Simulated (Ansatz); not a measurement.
# MgAs (quartet): from Hartree-Fock to the top rungs at distance As1–Mg2 = 2.643 Å, cc-pVTZ

How much of the correlation energy of MgAs (quartet) does each wave-function method recover here?

Program: Ansatz 0.2.0, Gaussian basis. Level of theory: cc-pVTZ, core rule «outside noble gas», up to 19 orbitals frozen. These are calculated values, not measurements.

To be run: UHF; CCSD(T) on ROHF; CCSD(T) on UHF; BCCD(T) on ROHF; CISD; CCSDT(Q) on ROHF; CCSDT(Q) on UHF; CASSCF and MRCISD+Q, 5 electrons in 5 orbitals; CASSCF and NEVPT2, 5 electrons in 5 orbitals.

21 further runs of the same task are left out: 6 for a known fault of the program, 1 for a mislabelled method, 11 that didn't finish, 3 set aside as unsound or not needed.

## Step 1: The geometry

The geometry derives from a PBE0/def2-TZVP stationary point (not a proven minimum). One bond is set to the value named and the two fragments are kept rigid. No spin-orbit coupling is included. The filled d shell of As may be among the frozen orbitals whatever the setting's name suggests; the logs give the count.

2 atoms, charge 0, spin multiplicity 4.

Atoms are counted from 1 here; the program's logs count them from 0.

Bond lengths: As1–Mg2 2.643 Å.

Geometry (Å):

| atom | x (Å) | y (Å) | z (Å) |
| --- | --- | --- | --- |
| As1 | 0.0000 | 0.0000 | 0.0000 |
| Mg2 | 0.0000 | 0.0000 | 2.6432 |

## Step 2: UHF

in.yaml

```yaml
crystal:
  periodic: [false, false, false]
  atoms:
    - {symbol: As, position_ang: [0.000000, 0.000000, 0.000000]}
    - {symbol: Mg, position_ang: [0.000000, 0.000000, 2.643200]}
basis:
  gaussian: {orbitals: cc-pVTZ}
magnetization: {spin_polarized: true, initial_magnetization: 3}
hamiltonian: {xc: hf}
output: {orbitals: {seedname: orbitals}}
```

Launch:

```sh
> ansatz run in.yaml --threads 1 --pin off --events-out ev --progress --plain --max-ram 2393MiB
```

The runs that follow: CCSD(T) on ROHF; CCSD(T) on UHF; BCCD(T) on ROHF; CISD; CCSDT(Q) on ROHF; CCSDT(Q) on UHF; CASSCF and MRCISD+Q, 5 electrons in 5 orbitals; CASSCF and NEVPT2, 5 electrons in 5 orbitals.

**Question.** What will the summary of the whole plan be? Wanted: UCCSDT(Q) below the RHF energy; RMP2 from UCCSDT(Q); UMP2 from UCCSDT(Q); RCCSD from UCCSDT(Q); RCCSD(T) from UCCSDT(Q); UCCSD(T) from UCCSDT(Q); RCCSDT(Q) from UCCSDT(Q); NEVPT2 pair from UCCSDT(Q); MRCISD+Q pair from UCCSDT(Q).

The runs gave:

| quantity | value |
| --- | --- |
| UCCSDT(Q) below the RHF energy | -3.7569 eV |
| RMP2 from UCCSDT(Q) | +17.64 kcal/mol |
| UMP2 from UCCSDT(Q) | +17.68 kcal/mol |
| RCCSD from UCCSDT(Q) | +4.85 kcal/mol |
| RCCSD(T) from UCCSDT(Q) | +1.08 kcal/mol |
| UCCSD(T) from UCCSDT(Q) | +0.83 kcal/mol |
| RCCSDT(Q) from UCCSDT(Q) | +0.27 kcal/mol |
| NEVPT2 pair from UCCSDT(Q) | +17.25 kcal/mol |
| MRCISD+Q pair from UCCSDT(Q) | +1.44 kcal/mol |
| levels within 1 kcal/mol (43 meV) | UCCSD(T), RCCSDT, UCCSDT, RCCSDT(Q) |
| T1 diagnostic | 0.039 |

RCCSD(T) lands +1.08 kcal/mol from the yardstick (1.2 % of the correlation energy). Of the multireference levels listed MRCISD+Q pair comes nearest in total energy (+1.44 kcal/mol), which doesn't show that its space is the better one. These misses are within one basis, not against nature; the frozen cores of restricted and unrestricted runs differ, which can shift their rows.
